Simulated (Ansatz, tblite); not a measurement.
# The cluster Al₇As₇: a ladder of methods and basis sets

How do method and basis change the picture of the cluster Al₇As₇ (singlet)?

The runs use Ansatz 0.2.0, Gaussian basis; as each input shows.

Plan: GFN1-xTB, GFN2-xTB, PBE-D4/def2-TZVP, r2SCAN-D4/def2-TZVP, LC-ωPBE/def2-TZVP, B2PLYP/def2-TZVP, B97M-V/def2-TZVP, PBE-D4/def2-SVP, PBE0-D4/def2-SVP, HF/STO-3G, MP2/def2-SVP, RPA/def2-SVP.

## Step 1: The geometry

The geometry is that of the singlet, from an earlier relaxation (PBE-D4/def2-SVP).

14 atoms, charge 0, spin multiplicity 1.

Bond lengths: Al1–As8 2.389 Å, Al1–As9 2.332 Å, Al1–As13 2.788 Å, Al2–As8 2.498 Å, Al2–As10 2.450 Å, Al2–As13 2.438 Å, Al3–As8 2.488 Å, Al3–As10 2.508 Å, Al3–As14 2.465 Å, Al4–As10 2.406 Å, Al4–As11 2.406 Å, Al4–As14 2.489 Å, Al5–As11 2.508 Å, Al5–As12 2.488 Å, Al5–As14 2.465 Å, Al6–As9 2.332 Å, Al6–As12 2.389 Å, Al6–As13 2.787 Å and more. Angles: As8–Al1–As9 147.4°, As8–Al1–As13 101.7°, As9–Al1–As13 110.4°, As8–Al2–As10 98.7°, As8–Al2–As13 109.2°, As10–Al2–As13 140.9°, As8–Al3–As10 97.5°, As8–Al3–As14 149.8°, As10–Al3–As14 105.9°, As10–Al4–As11 137.0°, As10–Al4–As14 108.3°, As11–Al4–As14 108.3°, As11–Al5–As12 97.5°, As11–Al5–As14 105.9°, As12–Al5–As14 149.8°, As9–Al6–As12 147.4°, As9–Al6–As13 110.4°, As12–Al6–As13 101.7° and more.

PBE0-D4/def2-TZVP was run before; its log isn't repeated, and its numbers join the tables.

## Step 2: GFN1-xTB

Tight binding, by tblite at 300 K electronic temperature and without a spin-polarisation term:

```python
tblite.interface.Calculator('GFN1-xTB', numbers, positions, charge=0, uhf=0).singlepoint()
```

Energy -698.1359 eV, HOMO -8.37 eV, LUMO -7.23 eV; 0.11 s.

## Step 3: GFN2-xTB

Tight binding, by tblite at 300 K electronic temperature and without a spin-polarisation term:

```python
tblite.interface.Calculator('GFN2-xTB', numbers, positions, charge=0, uhf=0).singlepoint()
```

Energy -653.2509 eV, HOMO -7.91 eV, LUMO -6.50 eV; 0.34 s.

## Step 4: PBE-D4/def2-TZVP

start.molden holds the orbitals of an earlier run on this state, given as this run's starting guess.

in.yaml reads:

```yaml
crystal:
  periodic: [false, false, false]
  atoms:
    - {symbol: Al, position_ang: [-1.907340, 1.072921, -1.463903]}
    - {symbol: Al, position_ang: [-0.300667, -1.433634, -1.850263]}
    - {symbol: Al, position_ang: [-1.704269, -1.687769, 0.417480]}
    - {symbol: Al, position_ang: [0.960435, -2.104165, 1.255995]}
    - {symbol: Al, position_ang: [1.053566, 0.584583, 2.115655]}
    - {symbol: Al, position_ang: [-0.036790, 2.613554, -0.312831]}
    - {symbol: Al, position_ang: [2.246898, 0.665143, -0.281699]}
    - {symbol: As, position_ang: [-2.778801, -1.132105, -1.756501]}
    - {symbol: As, position_ang: [-2.257489, 3.234657, -0.661994]}
    - {symbol: As, position_ang: [-0.115518, -3.428483, -0.440035]}
    - {symbol: As, position_ang: [3.005357, -0.857094, 1.481825]}
    - {symbol: As, position_ang: [1.879030, 2.705866, 1.111445]}
    - {symbol: As, position_ang: [0.757614, 0.732603, -2.210435]}
    - {symbol: As, position_ang: [-0.802028, -0.966065, 2.595271]}
basis:
  gaussian: {orbitals: def2-TZVP, fitting: {mean_field: def2-universal-jkfit}, initial_orbitals: start.molden}
hamiltonian: {xc: pbe, dispersion: d4}
scf: {omitted_lower_state_checks: [starts]}
output: {orbitals: {seedname: orbitals}}
```

Launch:

```console
$ ansatz run in.yaml --threads 2 --pin off --events-out ev --progress --plain --max-ram 32768MiB --backend cuda --devices 0, --max-vram 18GiB
```

The runs that follow: r2SCAN-D4/def2-TZVP; LC-ωPBE/def2-TZVP; B2PLYP/def2-TZVP; B97M-V/def2-TZVP; PBE-D4/def2-SVP; PBE0-D4/def2-SVP; HF/STO-3G; MP2/def2-SVP; RPA/def2-SVP.

**Question.** What will the summary of the whole plan be? Wanted: gap in def2-TZVP, named functionals, smallest and largest; correlation energy, MP2/def2-SVP; binding an atom, functionals in def2-TZVP; PBE0 total energy, smallest basis above largest.

The runs gave:

| quantity | value |
| --- | --- |
| gap in def2-TZVP, named functionals, smallest and largest | 1.00 eV (PBE-D4), 5.95 eV (LC-ωPBE) |
| correlation energy, MP2/def2-SVP | -55.97 eV |
| binding an atom, functionals in def2-TZVP | 2.88 (B2PLYP) to 3.19 eV (PBE-D4) |
| PBE0 total energy, smallest basis above largest | 68.65 eV (def2-SVP, def2-TZVP) |

In words: Over the named functionals in def2-TZVP the gap runs from 1.00 eV (PBE-D4) to 5.95 eV (LC-ωPBE); exact exchange widens it.
